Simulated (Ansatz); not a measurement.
Input of an Ansatz 0.2.0 run:

Contents of input.yaml:

```yaml
crystal:
  lattice:
    - [3.31929, 1.91639, 6.87982]
    - [-3.31929, 1.91639, 6.87982]
    - [0.0, -3.83279, 6.87982]
  atoms:
    - { symbol: Cs, position: [0.0, 0.0, 0.0] }
    - { symbol: Li, position: [0.5, 0.5, 0.5] }
    - { symbol: Cr, position: [0.79848, 0.79848, 0.79848], spin: 3.0 }
    - { symbol: Cr, position: [0.20152, 0.20152, 0.20152], spin: 3.0 }
    - { symbol: Te, position: [0.6799, 0.6799, 0.6799] }
    - { symbol: Te, position: [0.3201, 0.3201, 0.3201] }
    - { symbol: S, position: [0.13626, 0.86374, 0.5] }
    - { symbol: S, position: [0.5, 0.13626, 0.86374] }
    - { symbol: S, position: [0.86374, 0.5, 0.13626] }
hamiltonian:
  xc: pbe
  pseudopotentials: { kind: paw }
magnetization:
  spin_polarized: true
kpoints:
  mp_grid: { grid: [5, 5, 5] }
scf:
  occupations: { method: fermi_dirac, width: 0.05 }
output:
  forces: true
  stress: true
  eigenvalues: true
  write_density: true
  write_potential: true
  elf: true
  volumetric_format: npy
```

Potentials or basis: Ansatz PAW.

Run with:

```sh
$ ansatz run input.yaml --threads 8 --pin off --max-ram 20480MiB --backend cpu --events-out ev --progress --plain --runs-dir out
```

(1) Predict the pressure.

(2) What does it give for the site moments?

(3) Estimate the band gap on the k mesh.

## Answers

(1) 0.0 GPa.

(2) Cs -0.01; Li +0.01; Cr +2.07; Te -0.15; S -0.06 μB.

(3) none (metal or under the smearing width).
